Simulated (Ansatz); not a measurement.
# AlH3O2S: taking an electron away

One table from this session's results is given with a row withheld; the runs are named, their logs left out.

Program: Ansatz 0.2.0, Gaussian basis. Level of theory: unrestricted cation, the program's frozen cores in correlated methods. These are calculated values, not measurements.

Levels to be run: UKS PBE-D4/def2-TZVPP; UKS r2SCAN-D4/def2-TZVPP; UKS PBE0-D4/def2-TZVPP; UKS B3LYP-D4/def2-TZVPP; UKS wB97X-V/def2-TZVPP; UKS wB97M-V/def2-TZVPP; then −ε(HOMO) from the neutral's earlier runs with LDA (SPW92), PBE-D4, revPBE-D4, BLYP-D4, r2SCAN-D4, B97M-V, PBE0-D4, B3LYP-D4, r2SCANh-D4, r2SCAN0-D4, HSE06-D4, BHLYP-D4, CAM-B3LYP-D4, LC-ωPBE, ωB97X-V, ωB97M-V.

## Structure used throughout

The geometry comes from an earlier relaxation with PBE0-D4 in a triple-zeta def2 set; it is a stationary point, not always the lowest conformer.

SMILES `[OH][Al]([OH])[SH]`, 7 atoms, charge 0, spin multiplicity 1.

Atoms are counted from 1 here; the program's logs count them from 0.

Bond lengths: O1–Al2 1.690 Å, O1–H5 0.955 Å, Al2–O3 1.687 Å, Al2–S4 2.166 Å, O3–H6 0.954 Å, S4–H7 1.345 Å. Angles: Al2–O1–H5 125.7°, O1–Al2–O3 125.9°, O1–Al2–S4 117.5°, O3–Al2–S4 116.5°, Al2–O3–H6 126.3°, Al2–S4–H7 91.4°.

Set-up of the first run:

File in.yaml:

```yaml
crystal:
  periodic: [false, false, false]
  atoms:
    - {symbol: O, position_ang: [-1.120832, 0.953072, -0.090142]}
    - {symbol: Al, position_ang: [0.168015, -0.134983, 0.014328]}
    - {symbol: O, position_ang: [1.450811, -0.047109, 1.106351]}
    - {symbol: S, position_ang: [0.189534, -1.798766, -1.372873]}
    - {symbol: H, position_ang: [-1.246033, 1.723663, 0.459251]}
    - {symbol: H, position_ang: [1.579407, 0.622108, 1.774236]}
    - {symbol: H, position_ang: [-0.959500, -1.385985, -1.936851]}
basis:
  gaussian: {orbitals: def2-TZVPP}
total_charge: 1
magnetization: {spin_polarized: true, initial_magnetization: 1}
hamiltonian: {xc: pbe, dispersion: d4}
```

Command:

```console
> ansatz run in.yaml --threads 2 --pin off --events-out ev --progress --plain --max-ram 32768MiB --backend cpu
```

Among the steps run: Cation, UKS PBE-D4/def2-TZVPP; Cation, UKS r2SCAN-D4/def2-TZVPP; Cation, UKS PBE0-D4/def2-TZVPP; Cation, UKS B3LYP-D4/def2-TZVPP; Cation, UKS wB97X-V/def2-TZVPP; Cation, UKS wB97M-V/def2-TZVPP.

One of the session's tables, all rows but one given; the rest of the session is left out.

For comparison, −ε(HOMO) of the neutral from earlier runs:

| functional | −ε(HOMO) (eV) |
| --- | --- |
| LDA (SPW92) | 6.47 |
| PBE-D4 | 6.35 |
| revPBE-D4 | 6.29 |
| BLYP-D4 | 6.16 |
| r2SCAN-D4 | 6.63 |
| B97M-V | 6.68 |
| PBE0-D4 | 7.58 |
| B3LYP-D4 | 7.31 |
| r2SCANh-D4 | 7.08 |
| r2SCAN0-D4 | 7.76 |
| HSE06-D4 | ? |
| BHLYP-D4 | 8.63 |
| CAM-B3LYP-D4 | 8.88 |
| LC-ωPBE | 10.32 |
| ωB97X-V | 9.94 |
| ωB97M-V | 9.77 |

Q: Estimate the row for HSE06-D4 from the others.

**Answer.** −ε(HOMO) (eV): 7.18. In the column «−ε(HOMO) (eV)» it lies between r2SCANh-D4 (7.08) and B3LYP-D4 (7.31).
